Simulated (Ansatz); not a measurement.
# C₂H₈SSi: one species, many methods

One table from this session's results is given with a row withheld; the runs are named, their logs left out.

Computed with Ansatz 0.2.0, Gaussian basis. Level: functionals in def2-TZVPP, the program's frozen cores in correlated methods.

Levels to be run: LDA (SPW92), PBE-D4, revPBE-D4, BLYP-D4, r2SCAN-D4, B97M-V, PBE0-D4, B3LYP-D4, r2SCANh-D4, r2SCAN0-D4, HSE06-D4, BHLYP-D4, CAM-B3LYP-D4, LC-ωPBE, ωB97X-V, ωB97M-V, B2PLYP, PBE-QIDH; CCSD(T)/def2-SVP; CCSD(T)/def2-TZVPP; MP2/def2-QZVPP; extrapolation to the limit; RPA on PBE.

**Structure used throughout**

An earlier PBE0-D4 in a triple-zeta def2 set relaxation fixed the geometry.

SMILES `CC[SiH2]S`, 12 atoms, charge 0, spin multiplicity 1.

Atoms are counted from 1 here; the program's logs count them from 0.

Bond lengths: C1–C2 1.527 Å, C1–H5 1.093 Å, C1–H6 1.093 Å, C1–H7 1.093 Å, C2–Si3 1.871 Å, C2–H8 1.095 Å, C2–H9 1.096 Å, Si3–S4 2.142 Å, Si3–H10 1.489 Å, Si3–H11 1.486 Å, S4–H12 1.344 Å. Angles: C2–C1–H5 111.4°, C2–C1–H6 111.5°, C2–C1–H7 111.4°, H5–C1–H6 107.4°, H5–C1–H7 107.4°, H6–C1–H7 107.4°, C1–C2–Si3 112.8°, C1–C2–H8 111.0°, C1–C2–H9 110.5°, Si3–C2–H8 108.0°, Si3–C2–H9 108.2°, H8–C2–H9 106.1°, C2–Si3–S4 113.0°, C2–Si3–H10 109.5°, C2–Si3–H11 111.0°, S4–Si3–H10 110.4°, S4–Si3–H11 103.9°, H10–Si3–H11 108.9° and more.

Set-up of the first run:

File in.yaml:

```yaml
crystal:
  periodic: [false, false, false]
  atoms:
    - {symbol: C, position_ang: [-0.166622, 1.719013, 0.009617]}
    - {symbol: C, position_ang: [-0.592400, 0.276287, 0.270388]}
    - {symbol: Si, position_ang: [0.772425, -0.956014, -0.077707]}
    - {symbol: S, position_ang: [0.199043, -2.978950, 0.333485]}
    - {symbol: H, position_ang: [0.674667, 2.008406, 0.644728]}
    - {symbol: H, position_ang: [0.143191, 1.864812, -1.028554]}
    - {symbol: H, position_ang: [-0.982443, 2.418162, 0.208877]}
    - {symbol: H, position_ang: [-0.911144, 0.143668, 1.309158]}
    - {symbol: H, position_ang: [-1.456803, 0.012514, -0.348998]}
    - {symbol: H, position_ang: [1.215991, -0.820193, -1.492359]}
    - {symbol: H, position_ang: [1.937563, -0.725786, 0.816042]}
    - {symbol: H, position_ang: [-0.756470, -3.017120, -0.610678]}
basis:
  gaussian: {orbitals: def2-TZVPP}
hamiltonian: {xc: lda}
output: {orbitals: {seedname: orbitals}}
```

The run is started by

```console
$ ansatz run in.yaml --threads 4 --pin off --events-out ev --progress --plain --max-ram 10444MiB
```

Among the steps run: LDA; PBE-D4 (GGA); revPBE-D4 (GGA); BLYP-D4 (GGA); r2SCAN-D4 (meta-GGA); B97M-V (meta-GGA); PBE0-D4 (hybrid); B3LYP-D4 (hybrid); r2SCANh-D4 (hybrid); r2SCAN0-D4 (hybrid); HSE06-D4 (hybrid); BHLYP-D4 (hybrid); CAM-B3LYP-D4 (range-separated); LC-ωPBE (range-separated); ωB97X-V (range-separated); ωB97M-V (range-separated); B2PLYP (double hybrid); PBE-QIDH (double hybrid).

One of the session's tables, all rows but one given; the rest of the session is left out.

It belongs to the step «Orbital energies across the functionals». 

```
  functional  HOMO (eV)  LUMO (eV)  gap (eV)
 LDA (SPW92)      -6.17      -0.68      5.49
      PBE-D4      -6.06      -0.47      5.60
   revPBE-D4      -6.02      -0.38      5.64
     BLYP-D4      -5.90      -0.41      5.49
   r2SCAN-D4      -6.34      -0.03      6.32
      B97M-V      -6.47      -0.31      6.15
     PBE0-D4      -7.28       0.41      7.69
    B3LYP-D4      -7.04       0.12      7.17
  r2SCANh-D4      -6.79       0.28      7.07
  r2SCAN0-D4      -7.47       0.70      8.16
    HSE06-D4      -6.88       0.03      6.92
    BHLYP-D4      -8.37       1.19      9.56
CAM-B3LYP-D4      -8.61       1.33      9.93
     LC-ωPBE     -10.01       2.59     12.60
     ωB97X-V          ?          ?         ?
     ωB97M-V      -9.48       2.07     11.55
```

Estimate the missing values for ωB97X-V.

The run gave: HOMO (eV): -9.65; LUMO (eV): 2.39; gap (eV): 12.04. In the column «HOMO (eV)» it lies between LC-ωPBE (-10.01) and ωB97M-V (-9.48).
